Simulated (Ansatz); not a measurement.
# C2H9NO2Si: the cost of one run

Method: UKS B3LYP/STO-3G, in Ansatz 0.2.0.

### 1 The system as given

Bond lengths: C1–Si2 1.826 Å, Si2–C3 1.942 Å, C3–N4 1.502 Å, C3–O5 1.417 Å, C3–O6 1.383 Å, C1–H7 1.130 Å, C1–H8 1.038 Å, C1–H9 1.082 Å, Si2–H10 1.494 Å, Si2–H11 1.509 Å, N4–H12 0.975 Å, N4–H13 1.019 Å, O5–H14 1.007 Å, O6–H15 0.948 Å. Angles (14 of 23 angles, heavy atoms first): C1–Si2–C3 111.7°, Si2–C3–N4 109.1°, Si2–C3–O5 114.6°, Si2–C3–O6 116.4°, N4–C3–O5 101.0°, N4–C3–O6 107.8°, O5–C3–O6 106.6°, C1–Si2–H10 108.9°, C1–Si2–H11 110.4°, C3–Si2–H10 110.1°, C3–Si2–H11 108.8°, Si2–C1–H7 109.1°, Si2–C1–H8 114.3°, Si2–C1–H9 110.5°.

Structure file:

```xyz
15

C    -0.7912   -1.5282   -1.3351
Si    0.0847   -1.1540    0.2232
C     0.1100    0.7520    0.5943
N     1.0381    1.4294   -0.3738
O     0.7054    1.1035    1.8316
O    -1.1075    1.4061    0.5406
H    -1.8426   -1.1172   -1.2756
H    -0.8377   -2.5388   -1.5667
H    -0.3593   -0.9714   -2.1565
H     1.4816   -1.6773    0.1322
H    -0.5723   -1.8656    1.3805
H     1.9109    1.0018   -0.3020
H     1.0838    2.3709    0.0122
H     0.0643    0.7493    2.5230
H    -0.9900    1.9887   -0.1985
```

### 2 Relaxing the start

Contents of input.yaml:

```yaml
crystal:
  periodic: [false, false, false]
  atoms:
    - { symbol: C, position_ang: [-0.7912, -1.5282, -1.3351] }
    - { symbol: Si, position_ang: [0.0847, -1.154, 0.2232] }
    - { symbol: C, position_ang: [0.11, 0.752, 0.5943] }
    - { symbol: "N", position_ang: [1.0381, 1.4294, -0.3738] }
    - { symbol: O, position_ang: [0.7054, 1.1035, 1.8316] }
    - { symbol: O, position_ang: [-1.1075, 1.4061, 0.5406] }
    - { symbol: H, position_ang: [-1.8426, -1.1172, -1.2756] }
    - { symbol: H, position_ang: [-0.8377, -2.5388, -1.5667] }
    - { symbol: H, position_ang: [-0.3593, -0.9714, -2.1565] }
    - { symbol: H, position_ang: [1.4816, -1.6773, 0.1322] }
    - { symbol: H, position_ang: [-0.5723, -1.8656, 1.3805] }
    - { symbol: H, position_ang: [1.9109, 1.0018, -0.302] }
    - { symbol: H, position_ang: [1.0838, 2.3709, 0.0122] }
    - { symbol: H, position_ang: [0.0643, 0.7493, 2.523] }
    - { symbol: H, position_ang: [-0.99, 1.9887, -0.1985] }
magnetization:
  spin_polarized: true
basis:
  gaussian: { orbitals: STO-3G }
hamiltonian:
  xc: b3lyp
relax:
  f_tol: 0.02
  max_steps: 40
output:
  orbitals: {}
```

Run with:

```
> ansatz run input.yaml --threads 1 --pin off --max-ram 2048MiB --backend cpu --events-out ev --progress --plain --runs-dir out
```

Q: Estimate wall time and peak memory on 1 thread of Intel Xeon Platinum 8259CL at 2.50GHz (Skylake/Cascade Lake), shared host.

About 1.7 min, with a peak of 0.2 GiB.
